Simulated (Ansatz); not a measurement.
**CH₂O₂Si (SMILES OC1=[SiH]O1): functionals against CCSD(T) at one geometry**

The task here is to estimate one member of a computed series from the others.

The runs use Ansatz 0.2.0, Gaussian basis; single points in def2-TZVPP.

Correlated methods freeze the cores.

## Where the work starts

SMILES `OC1=[SiH]O1`, 6 atoms, charge 0, spin multiplicity 1.

Atoms are counted from 1 here; the program's logs count them from 0.

Bond lengths: O1–C2 1.474 Å, O1–H5 0.911 Å, C2–Si3 1.881 Å, C2–O4 1.571 Å, Si3–O4 1.693 Å, Si3–H6 1.525 Å. Angles: C2–O1–H5 110.6°, O1–C2–Si3 117.2°, O1–C2–O4 106.8°, Si3–C2–O4 57.9°, C2–Si3–O4 51.8°, C2–Si3–H6 153.1°, O4–Si3–H6 101.9°, C2–O4–Si3 70.2°.

Coordinates:

```mol
CH2O2Si
  3D, bonds by distance, orders not assigned

  6  6  0  0  0  0  0  0  0  0999 V2000
   -0.8075    0.8762   -1.0183 O   0  0
    0.0537   -0.2982   -0.7891 C   0  0
    1.0560   -0.3304    0.8018 Si  0  0
   -0.4728   -0.9994    0.5149 O   0  0
   -0.7792    1.1278   -1.8935 H   0  0
    1.2208   -0.5539    2.3017 H   0  0
  1  2  8  0
  1  5  8  0
  2  3  8  0
  2  4  8  0
  3  4  8  0
  3  6  8  0
M  END
```

The first run:

run/in.yaml reads:

```yaml
crystal:
  periodic: [false, false, false]
  atoms:
    - {symbol: O, position_ang: [-0.807500, 0.876200, -1.018300]}
    - {symbol: C, position_ang: [0.053700, -0.298200, -0.789100]}
    - {symbol: Si, position_ang: [1.056000, -0.330400, 0.801800]}
    - {symbol: O, position_ang: [-0.472800, -0.999400, 0.514900]}
    - {symbol: H, position_ang: [-0.779200, 1.127800, -1.893500]}
    - {symbol: H, position_ang: [1.220800, -0.553900, 2.301700]}
basis:
  gaussian: {orbitals: def2-TZVPP}
correlation: {method: ccsd_t}
output: {forces: true}
```

The command line of these runs was not kept.

Steps of the session up to this table: CCSD(T)/def2-TZVPP; PBE0-D4/def2-TZVPP; wB97M-V/def2-TZVPP; r2SCAN-D4/def2-TZVPP; PBE-D4/def2-TZVPP; BHLYP-D4/def2-TZVPP; B97M-V/def2-TZVPP.

One table of the session follows, with a row left open; its other results are not shown here.

```
   method  RMS force component (eV/Å)  angle to CCSD(T) forces (°)  dipole (D)
  CCSD(T)                       1.897                    reference        2.07
  PBE0-D4                       2.017                          6.5        2.12
  wB97M-V                       2.098                          6.1        2.23
r2SCAN-D4                           ?                            ?           ?
   PBE-D4                       1.879                          9.0        1.87
 BHLYP-D4                       2.186                         14.5        2.41
   B97M-V                       1.898                          6.5        1.95
```

Q: Estimate the row for r2SCAN-D4 from the others.

**Answer.** RMS force component (eV/Å): 1.880; angle to CCSD(T) forces (°): 3.8; dipole (D): 1.96. In the column «RMS force component (eV/Å)» it lies between PBE-D4 (1.879) and CCSD(T) (1.897).
